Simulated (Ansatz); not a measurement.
# Si₂H₃Br (SMILES [SiH2]=[SiH]Br): single points off equilibrium

Aim: energy, forces and dipole at a structure displaced at random from a GFN2-xTB minimum, from CCSD(T) and from density functionals.

The runs use Ansatz 0.2.0, Gaussian basis; single points in def2-TZVPP.

Cores are frozen in the correlated methods. Filled d shells of the heavier atoms are correlated.

## Step 1: The system as given

6 atoms, charge 0, spin multiplicity 1.

Atoms are counted from 1 here; the program's logs count them from 0.

Bond lengths: Si1–Si2 2.164 Å, Si1–H4 1.408 Å, Si1–H5 1.534 Å, Si2–Br3 2.316 Å, Si2–H6 1.392 Å. Angles: Si2–Si1–H4 128.7°, Si2–Si1–H5 108.7°, H4–Si1–H5 97.3°, Si1–Si2–Br3 115.1°, Si1–Si2–H6 135.1°, Br3–Si2–H6 86.7°.

Coordinates:

```mol
BrH3Si2
  3D, bonds by distance, orders not assigned

  6  5  0  0  0  0  0  0  0  0999 V2000
   -0.6458    0.3220   -0.9431 Si  0  0
    0.4474    0.0212    0.9005 Si  0  0
    1.9094   -1.7756    0.8942 Br  0  0
   -1.3652   -0.6191   -1.7050 H   0  0
   -1.8094    1.2846   -0.6730 H   0  0
    1.4370    0.7207    1.5862 H   0  0
  1  2  8  0
  1  4  8  0
  1  5  8  0
  2  3  8  0
  2  6  8  0
M  END
```

## Step 2: CCSD(T)/def2-TZVPP

File run/in.yaml:

```yaml
crystal:
  periodic: [false, false, false]
  atoms:
    - {symbol: Si, position_ang: [-0.645800, 0.322000, -0.943100]}
    - {symbol: Si, position_ang: [0.447400, 0.021200, 0.900500]}
    - {symbol: Br, position_ang: [1.909400, -1.775600, 0.894200]}
    - {symbol: H, position_ang: [-1.365200, -0.619100, -1.705000]}
    - {symbol: H, position_ang: [-1.809400, 1.284600, -0.673000]}
    - {symbol: H, position_ang: [1.437000, 0.720700, 1.586200]}
basis:
  gaussian: {orbitals: def2-TZVPP}
correlation: {method: ccsd_t}
output: {forces: true}
```

Command:

```console
ansatz run in.yaml --threads 4 --pin off --events-out ev --progress --plain --max-ram 5222MiB
```

## Step 3: PBE0-D4/def2-TZVPP

run/in.yaml: that of step 2 with these lines changed.

```diff
@@ -11,3 +11,3 @@
   gaussian: {orbitals: def2-TZVPP}
-correlation: {method: ccsd_t}
-output: {forces: true}
+hamiltonian: {xc: pbe0, dispersion: d4}
+output: {forces: true, orbitals: {seedname: orbitals}}
```

## Step 4: wB97M-V/def2-TZVPP

run/in.yaml: that of step 3 with these lines changed.

```diff
@@ -11,3 +11,3 @@
   gaussian: {orbitals: def2-TZVPP}
-hamiltonian: {xc: pbe0, dispersion: d4}
-output: {forces: true, orbitals: {seedname: orbitals}}
+hamiltonian: {xc: {name: wB97M-V}}
+output: {forces: true}
```

## Step 5: r2SCAN-D4/def2-TZVPP

run/in.yaml: that of step 4 with these lines changed.

```diff
@@ -11,3 +11,3 @@
   gaussian: {orbitals: def2-TZVPP}
-hamiltonian: {xc: {name: wB97M-V}}
+hamiltonian: {xc: r2scan, dispersion: d4}
 output: {forces: true}
```

## Step 6: PBE-D4/def2-TZVPP

run/in.yaml: that of step 5 with these lines changed.

```diff
@@ -11,3 +11,3 @@
   gaussian: {orbitals: def2-TZVPP}
-hamiltonian: {xc: r2scan, dispersion: d4}
+hamiltonian: {xc: pbe, dispersion: d4}
 output: {forces: true}
```

## Step 7: BLYP-D4/def2-TZVPP

run/in.yaml: that of step 6 with these lines changed.

```diff
@@ -11,3 +11,3 @@
   gaussian: {orbitals: def2-TZVPP}
-hamiltonian: {xc: pbe, dispersion: d4}
+hamiltonian: {xc: {name: BLYP}, dispersion: d4}
 output: {forces: true}
```

## Step 8: r2SCANh-D4/def2-TZVPP

run/in.yaml: that of step 7 with these lines changed.

```diff
@@ -11,3 +11,3 @@
   gaussian: {orbitals: def2-TZVPP}
-hamiltonian: {xc: {name: BLYP}, dispersion: d4}
+hamiltonian: {xc: {name: r2SCANh}, dispersion: d4}
 output: {forces: true}
```

(Steps that only read results are left out.)

**Question.** What will these runs give? Wanted: energy less free atoms, CCSD(T)/def2-TZVPP; RMS force component; RMS force error; HOMO and LUMO, PBE0-D4; T1 diagnostic.

As calculated:

| quantity | value |
| --- | --- |
| energy less free atoms, CCSD(T)/def2-TZVPP | -1448.9 kJ/mol |
| RMS force component | 1.077 to 1.134 eV/Å over the methods |
| RMS force error | PBE0-D4 0.147, wB97M-V 0.147, r2SCAN-D4 0.127, PBE-D4 0.210, BLYP-D4 0.198, r2SCANh-D4 0.124 eV/Å |
| HOMO and LUMO, PBE0-D4 | -6.63 and -2.91 eV |
| T1 diagnostic | 0.014 |

Against CCSD(T) the functionals' energies less atoms differ by -61.2 to -34.0 kJ/mol, PBE-D4 by -58.4 kJ/mol. The reference is not at the basis limit: in triple zeta CCSD(T) underbinds, which counts against methods that bind more; the gaps are no ranking. On forces the order runs from r2SCANh-D4 to PBE-D4. Frozen-core CCSD(T) forces in triple zeta carry basis errors of their own, and this is one geometry, so small gaps rank nothing. The restricted Hartree–Fock reference is unstable towards an unrestricted one at one or more of these structures.
